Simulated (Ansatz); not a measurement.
# C2H4GaIO: small, medium and large basis sets

Aim: see how fast density functionals converge with the basis set for C2H4GaIO.

Method: one geometry, several basis sets; program: Ansatz 0.2.0, Gaussian basis.

The runs, in order: PBE0-D4/def2-SVP; ωB97M-V/def2-SVP; PBE0-D4/def2-QZVPP; ωB97M-V/def2-QZVPP; the functionals' def2-TZVPP values are taken from earlier runs.

## (1) Structure used throughout

All runs share one geometry, relaxed beforehand with PBE0-D4 in a triple-zeta def2 set. I takes the def2 core potential; no spin-orbit term is included.

SMILES `[I][Ga]1[CH2]C[O]1`, 9 atoms, charge 0, spin multiplicity 1.

Atoms are counted from 1 here; the program's logs count them from 0.

Bond lengths: I1–Ga2 2.458 Å, Ga2–C3 1.977 Å, Ga2–O5 1.819 Å, C3–C4 1.540 Å, C3–H6 1.090 Å, C3–H7 1.090 Å, C4–O5 1.434 Å, C4–H8 1.096 Å, C4–H9 1.096 Å. Angles: I1–Ga2–C3 153.2°, I1–Ga2–O5 129.0°, C3–Ga2–O5 77.8°, Ga2–C3–C4 83.3°, Ga2–C3–H6 115.7°, Ga2–C3–H7 115.6°, C4–C3–H6 115.4°, C4–C3–H7 115.4°, H6–C3–H7 109.6°, C3–C4–O5 106.7°, C3–C4–H8 111.4°, C3–C4–H9 111.4°, O5–C4–H8 109.5°, O5–C4–H9 109.5°, H8–C4–H9 108.3°, Ga2–O5–C4 92.2°.

As a file:

```mol
C2H4GaIO
  3D, bonds by distance, orders not assigned

  9  9  0  0  0  0  0  0  0  0999 V2000
   -1.8242   -0.5287   -3.3517 I   0  0
   -0.6742   -0.2095   -1.2030 Ga  0  0
    0.6649    0.6488   -0.0280 C   0  0
    0.0772   -0.3020    1.0320 C   0  0
   -0.9534   -1.0574    0.3821 O   0  0
    0.5146    1.7111    0.1621 H   0  0
    1.7070    0.4684   -0.2908 H   0  0
   -0.3514    0.2536    1.8734 H   0  0
    0.8395   -0.9843    1.4239 H   0  0
  1  2  8  0
  2  3  8  0
  3  4  8  0
  4  5  8  0
  3  6  8  0
  3  7  8  0
  4  8  8  0
  4  9  8  0
  2  5  8  0
M  END
```

## (2) PBE0-D4 in def2-SVP

File in.yaml:

```yaml
crystal:
  periodic: [false, false, false]
  atoms:
    - {symbol: I, position_ang: [-1.824163, -0.528675, -3.351744]}
    - {symbol: Ga, position_ang: [-0.674205, -0.209537, -1.202999]}
    - {symbol: C, position_ang: [0.664933, 0.648754, -0.028038]}
    - {symbol: C, position_ang: [0.077155, -0.301979, 1.031964]}
    - {symbol: O, position_ang: [-0.953360, -1.057357, 0.382063]}
    - {symbol: H, position_ang: [0.514602, 1.711122, 0.162142]}
    - {symbol: H, position_ang: [1.706992, 0.468406, -0.290760]}
    - {symbol: H, position_ang: [-0.351447, 0.253603, 1.873422]}
    - {symbol: H, position_ang: [0.839495, -0.984327, 1.423940]}
basis:
  gaussian: {orbitals: def2-SVP}
hamiltonian: {xc: pbe0, dispersion: d4}
output: {orbitals: {seedname: orbitals}}
```

Command:

```
$ ansatz run in.yaml --threads 4 --pin off --events-out ev --progress --plain --max-ram 10444MiB
```

The runs that follow: ωB97M-V in def2-SVP; PBE0-D4 in def2-QZVPP; ωB97M-V in def2-QZVPP.

**Question.** What will the summary of the whole plan be? Wanted: PBE0-D4: double and triple zeta above quadruple; ωB97M-V: double and triple zeta above quadruple.

**Answer**, as computed:

```
                                       quantity           value
PBE0-D4: double and triple zeta above quadruple  13.25, 1.44 eV
ωB97M-V: double and triple zeta above quadruple  13.35, 1.39 eV
```

**Reading.** PBE0-D4 gains 11.81 eV from double to triple zeta, then 1.44 eV more. Total energies overstate the basis error of differences, where much of it tends to cancel.
